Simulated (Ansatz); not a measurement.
# PdF (CsCl type): how the settings move a single-point run

How sensitive is a single-point run of PdF (CsCl type) to its settings? A reference run comes first, then one run with altered input.

Computed with Ansatz 0.2.0 (reference: DFT, PBEsol, PAW with Ansatz's default frozen-core files, scalar-relativistic, unless a step's input says otherwise).

1 further run of the same task is left out (set aside as unsound or not needed). Runs told in other sessions of the task aren't counted.

**1. The structure to begin with**

The structure is cubic, space group Pm-3m (No. 221). Conventional cell: a = 2.181 Å, b = 2.181 Å, c = 2.181 Å, α = 90.00°, β = 90.00°, γ = 90.00°. Pd (site symmetry m-3m) is surrounded by 8 F at 1.89 Å. Around F (site symmetry m-3m) lie 8 Pd at 1.89 Å.

As a file:

```cif
data_structure
_symmetry_space_group_name_H-M 'Pm-3m'
_symmetry_Int_Tables_number 221
_cell_length_a 2.1815
_cell_length_b 2.1815
_cell_length_c 2.1815
_cell_angle_alpha 90.000
_cell_angle_beta 90.000
_cell_angle_gamma 90.000
_cell_volume 10.38
loop_
_atom_site_label
_atom_site_type_symbol
_atom_site_symmetry_multiplicity
_atom_site_Wyckoff_symbol
_atom_site_fract_x
_atom_site_fract_y
_atom_site_fract_z
_atom_site_occupancy
Pd1 Pd 1 a 0.00000 0.00000 0.00000 1
F1 F 1 b 0.50000 0.50000 0.50000 1
```

**2. The reference run**

Input file input.yaml:

```yaml
crystal:
  lattice:
    - [2.1814964611, 0.0, 0.0]
    - [0.0, 2.1814964611, 0.0]
    - [0.0, 0.0, 2.1814964611]
  atoms:
    - { symbol: Pd, position: [0.0, 0.0, 0.0] }
    - { symbol: F, position: [0.5, 0.5, 0.5] }
kpoints:
  mp_grid: { grid: [14, 14, 14] }
  band_path:
    path:
      - [0.0, 0.0, 0.0]
      - [0.0, 0.5, 0.0]
      - [0.5, 0.5, 0.0]
      - [0.0, 0.0, 0.0]
      - [0.5, 0.5, 0.5]
      - [0.0, 0.5, 0.0]
      - [0.5, 0.5, 0.5]
      - [0.5, 0.5, 0.0]
    npoints: 8
scf:
  occupations: { method: fermi_dirac, width: 0.05 }
hamiltonian:
  xc: pbesol
  pseudopotentials: { kind: paw }
output:
  forces: true
  stress: true
  eigenvalues: true
  populations: true
  dos: { projected: true, de: 0.2, e_range: [-14, 8] }
```

Command:

```sh
$ ansatz run input.yaml --threads 1 --pin off --max-ram 2048MiB --backend cpu --events-out ev --progress --plain --runs-dir out
```

**3. Changed: hubbard.sites [{species: Pd, l: d, u_eff: 2.0}], hubbard.double_counting fll, ecutwfc 500 eV, accuracy high**

Changes to input.yaml since step 2:

```diff
@@ -26,2 +26,3 @@
   pseudopotentials: { kind: paw }
+  hubbard: { sites: [{ species: Pd, l: d, u_eff: 2.0 }], double_counting: fll }
 output:
@@ -31,2 +32,8 @@
   populations: true
-  dos: { projected: true, de: 0.2, e_range: [-14, 8] }
+  write_density: true
+  write_potential: true
+  elf: true
+  volumetric_format: npy
+basis:
+  ecutwfc: "500 eV"
+accuracy: high
```

Before running it: what results should come out? Wanted: for each run, ending; energy change; pressure; gap; force.

As calculated:

| run | ending | energy change | pressure (GPa) | gap (eV) | force (eV/Å) | cycles | time |
| --- | --- | --- | --- | --- | --- | --- | --- |
| reference | converged | 0 | 878.5 | 0.00 | 0.00 | 6 | 2.5 s |
| 1: hubbard.sites [{species: Pd, l: d, u_eff: 2.0}], hubbard.double_counting fll, ecutwfc 500 eV, accuracy high | converged | +375.1 meV/atom (Hubbard term changed: no physical gain or loss) | 877.8 | 0.00 | 0.00 | 9 | 6.1 s |

Times don't compare one to one where runs were asked for different outputs or read a saved state (see the inputs); cycles may leave out searches for a lower state.

Residual by cycle in the longest SCF loop of each run; runs are numbered as in the table. The quantity is the density residual dr2, in eV.

| cycle | reference | run 1 |
| --- | --- | --- |
| 1 | 0.0522 | 4.42 |
| 2 | 0.00785 | 0.343 |
| 3 | 0.00371 | 0.0156 |
| 4 | 7.9e-5 | 0.00473 |
| 5 | 1.3e-6 | 9.5e-5 |
| 6 | 1.1e-9 | 1.5e-5 |
| 7 | - | 4.6e-7 |
| 8 | - | 8.2e-10 |
| 9 | - | 4.3e-12 |

What this shows: Changing the Hubbard U, double counting of the Hubbard term, cutoff and accuracy level moves the energy by +375.1 meV/atom, and the pressure goes from 878.5 to 877.8 GPa. The U term adds an energy of its own, so the shift says nothing about which run is better. A changed U is a change of model: its shifts are not errors of convergence. The structure is not at rest: the sound run finds 878 GPa, so these are no properties of the relaxed crystal. 
